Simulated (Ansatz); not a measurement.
# C2H2Se (SMILES C=C=[Se]): single points off equilibrium

An exercise on one series of results from a longer session: the logs are not shown, and one member is left open.

Method: single points in def2-TZVPP; program: Ansatz 0.2.0, Gaussian basis.

Cores are frozen in the correlated methods. Filled d shells of the heavier atoms are correlated. B3LYP uses VWN-RPA correlation.

### Starting geometry

SMILES `C=C=[Se]`, 5 atoms, charge 0, spin multiplicity 1.

Atoms are counted from 1 here; the program's logs count them from 0.

Bond lengths: C1–C2 1.253 Å, C1–H4 0.986 Å, C1–H5 0.916 Å, C2–Se3 1.663 Å. Angles: C2–C1–H4 115.9°, C2–C1–H5 126.9°, H4–C1–H5 116.9°, C1–C2–Se3 174.5°.

Geometry (Å):

```
C     0.44310   -0.48570   -0.12560
C    -0.42640    0.37960    0.12900
Se   -1.61580    1.44250    0.59850
H     1.15360   -0.21030   -0.75100
H     0.43830   -1.36360    0.13550
```

Set-up of the first run:

run/in.yaml reads:

```yaml
crystal:
  periodic: [false, false, false]
  atoms:
    - {symbol: C, position_ang: [0.443100, -0.485700, -0.125600]}
    - {symbol: C, position_ang: [-0.426400, 0.379600, 0.129000]}
    - {symbol: Se, position_ang: [-1.615800, 1.442500, 0.598500]}
    - {symbol: H, position_ang: [1.153600, -0.210300, -0.751000]}
    - {symbol: H, position_ang: [0.438300, -1.363600, 0.135500]}
basis:
  gaussian: {orbitals: def2-TZVPP}
correlation: {method: ccsd_t}
output: {forces: true}
```

The command line of these runs was not kept.

Among the steps run: CCSD(T)/def2-TZVPP; PBE0-D4/def2-TZVPP; wB97M-V/def2-TZVPP; r2SCAN-D4/def2-TZVPP; PBE-D4/def2-TZVPP; B3LYP-D4/def2-TZVPP; HSE06-D4/def2-TZVPP.

One table of the session follows, with a row left open; its other results are not shown here.

```
   method  RMS force component (eV/Å)  angle to CCSD(T) forces (°)  dipole (D)
  CCSD(T)                       3.222                    reference        1.00
  PBE0-D4                       3.267                          5.7        1.12
  wB97M-V                       3.211                          5.5        1.18
r2SCAN-D4                       3.240                          5.0        1.12
   PBE-D4                       3.309                          3.6        0.97
 B3LYP-D4                       3.207                          5.2        1.07
 HSE06-D4                           ?                            ?           ?
```

Estimate the missing values for HSE06-D4.

**Answer.** RMS force component (eV/Å): 3.268; angle to CCSD(T) forces (°): 5.6; dipole (D): 1.12. In the column «RMS force component (eV/Å)» it lies between PBE0-D4 (3.267) and PBE-D4 (3.309).
